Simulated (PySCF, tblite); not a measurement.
# C5H10ClFSi: geometry, infrared bands and NMR shifts

Wanted: the infrared bands and NMR shifts of C5H10ClFSi (`CC/C(Cl)=C\[SiH2]CF`), by calculation.

The runs use tblite 0.8.0 and PySCF 2.14.0, with density-fitted response routines of our own; the level of theory stands in each step. All values are computed, except where a source is named. Atoms are numbered from 0 throughout.

### 1 Starting geometry

18 atoms, charge 0, multiplicity 1; geometry from: force field or distance geometry start.

Bonds of the start (Å): C0–C1 1.51, C1–C2 1.52, C2–Cl3 1.75, C2–C4 1.34, C4–Si5 1.83, Si5–C6 1.85, C6–F7 1.36, C0–H8 1.09, C0–H9 1.09, C0–H10 1.11, C1–H11 1.09, C1–H12 1.08, C4–H13 1.08, Si5–H14 1.48, Si5–H15 1.47, C6–H16 1.09, C6–H17 1.10.

### 2 Optimising the geometry with GFN2-xTB

Job settings and geometry (Å):

```
{"job": {"kind": "relax", "xc": "GFN2-xTB", "basis": "xTB"}, "charge": 0, "multiplicity": 1}
C     -1.793400     1.309900    -0.617000
C     -1.214700     0.006900    -1.128800
C     -1.098600    -1.042100    -0.029100
Cl    -2.631800    -1.769800     0.380900
C     -0.009300    -1.478700     0.608500
Si     1.732200    -0.955300     0.392200
C      2.064900     0.789000     0.909000
F      1.415200     1.650900     0.086800
H     -1.807500     2.050400    -1.421000
H     -1.219900     1.721900     0.216900
H     -2.835800     1.180100    -0.272800
H     -0.233600     0.205700    -1.560400
H     -1.830500    -0.382100    -1.931300
H     -0.101700    -2.254600     1.350900
H      2.568600    -1.863700     1.215300
H      2.139000    -1.172300    -1.006300
H      3.130000     1.032600     0.863000
H      1.718100     0.977500     1.931600
```

Launch:

```console
$ OMP_NUM_THREADS=1 python probes_run.py task.json out
```

One launch serves the whole session: the jobs run in the order shown.

**Question.** This job is followed by: GFN2-xTB harmonic vibrations, gas phase; GIAO PBE0/pcSseg-1 NMR shielding, non-relativistic, gas phase. What will the session give for the following? strongest single infrared mode (GFN2-xTB); zero-point energy (GFN2-xTB); 13C shifts against TMS (PBE0/pcSseg-1); 1H shifts against TMS (PBE0/pcSseg-1, means over atoms taken as alike); 35Cl shifts against HCl (PBE0/pcSseg-1); 29Si shifts against TMS (PBE0/pcSseg-1); 19F shifts against CFCl3 (PBE0/pcSseg-1).

The runs gave:

| quantity | value |
| --- | --- |
| strongest single infrared mode (GFN2-xTB) | 2241 cm⁻¹, 347 km/mol |
| zero-point energy (GFN2-xTB) | 83.9 kcal/mol |
| 13C shifts against TMS (PBE0/pcSseg-1) | 172.1, 119.6, 80.7, 38.6, 16.5 ppm |
| 1H shifts against TMS (PBE0/pcSseg-1, means over atoms taken as alike) | 5.89, 4.96, 4.43, 2.44, 1.23 ppm |
| 35Cl shifts against HCl (PBE0/pcSseg-1) | 307 ppm |
| 29Si shifts against TMS (PBE0/pcSseg-1) | -58.2 ppm |
| 19F shifts against CFCl3 (PBE0/pcSseg-1) | -300.1 ppm |

What this shows: Relaxing lowered the energy by 0.191 eV in 59 steps; the close pair that moved most is Si5–C6, from 1.849 to 1.925 Å. All 48 modes are real, so the xTB geometry is a minimum. The strongest single mode, at 2241 cm⁻¹, moves mainly H14. GFN2-xTB is a fitted tight-binding method: band positions and strengths are rough. Its intensities can rank the bands wrongly. H13 (hydrogen on an alkene CH) lies farthest downfield among hydrogen, at 5.89 ppm; attached to an sp2 carbon and in the plane of the double bond. At PBE0/pcSseg-1: The widest tensor belongs to Cl3: span 561 ppm, with a paramagnetic part of -504 ppm.
